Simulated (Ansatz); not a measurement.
# NbFe2N3: one candidate of a structure search

Aim: relax a trial structure of NbFe2N3 and see where it ends.

Program: Ansatz 0.2.0. Level of theory: DFT PBE, scalar-relativistic, plane waves, PAW. These are calculated values, not measurements.

### 1 Starting point

Symmetry: P6/mmm, No. 191, hexagonal system. The conventional cell has a = 5.112 Å, b = 5.112 Å, c = 2.868 Å, α = 90.00°, β = 90.00°, γ = 120.00°. Nb (site symmetry 6/mmm) has 2 Nb at 2.87 Å and 12 N at 2.93 Å and 6 Fe at 2.95 Å in its first shell of neighbours. Around Fe (site symmetry -6m2) lie 6 N at 2.06 Å. Around N (site symmetry mmm) lie 4 Fe at 2.06 Å and 4 Nb at 2.93 Å.

Coordinates:

```
Nb Fe N
1.0
     5.11166    0.00000    0.00000
    -2.55583    4.42683    0.00000
     0.00000    0.00000    2.86770
Nb Fe N
1 2 3
Direct
  0.00000 0.00000 0.00000
  0.33333 0.66667 0.00000
  0.66667 0.33333 0.00000
  0.50000 0.00000 0.50000
  0.50000 0.50000 0.50000
  0.00000 0.50000 0.50000
```

The cell is invented: species swapped into a database cell of CeB2Rh3 (P6/mmm, No. 191), with Nb on the Ce sites, Fe on the B sites and N on the Rh sites. Its size is a rough estimate.

### 2 Probe: one point on a coarse mesh

input.yaml reads:

```yaml
crystal:
  lattice:
    - [5.11165859, 0.0, 0.0]
    - [-2.5558293, 4.4268262, 0.0]
    - [0.0, 0.0, 2.86769716]
  atoms:
    - { symbol: Nb, position: [0.0, 0.0, 0.0] }
    - { symbol: Fe, position: [0.33333333, 0.66666667, 0.0], spin: 4.0 }
    - { symbol: Fe, position: [0.66666667, 0.33333333, 0.0], spin: 4.0 }
    - { symbol: "N", position: [0.5, 0.0, 0.5] }
    - { symbol: "N", position: [0.5, 0.5, 0.5] }
    - { symbol: "N", position: [0.0, 0.5, 0.5] }
basis:
  ecutwfc: 420
kpoints:
  mp_grid: { grid: [6, 6, 6] }
hamiltonian:
  xc: pbe
scf:
  occupations: { method: gaussian, width: 0.1 }
  lower_state_search: "off"
output:
  forces: true
  stress: true
  eigenvalues: true
  populations: true
magnetization:
  spin_polarized: true
```

Started as:

```
$ ansatz run input.yaml --threads 1 --pin off --max-ram 2560MiB --backend cpu --events-out ev --progress --plain --runs-dir out
```

The session goes on with these runs: rough relaxation on the coarse mesh; final relaxation.

Q: Predict the outcome of this session. Wanted: conventional cell; volume; energy over the elements; gap on the mesh.

**Answer**, as computed:

```
                                                              quantity                                                                       value
                                symmetry at the end (tolerance 0.05 Å)                                                space group P6/mmm (No. 191)
                                                     conventional cell  a = 4.899 Å, b = 4.899 Å, c = 2.678 Å, α = 90.00°, β = 90.00°, γ = 120.00°
                                                                volume                                                                9.28 Å³/atom
energy over the elements (uncorrected; H, N, O, F and Cl as molecules)                                                               +0.65 eV/atom
                                                       gap on the mesh                                                                none (metal)
```

What this shows: The space group P6/mmm (No. 191) is kept, and the volume per atom shrinks by 14.2 % from the first guess. With a positive formation energy it can't be a ground state. No finished test with a distortion of lower symmetry is shown, so the end may be a saddle point. Some metallic runs here have no spin polarisation while others do; where cell and settings agree, the difference is what magnetism gains. Other magnetic orders were not searched.
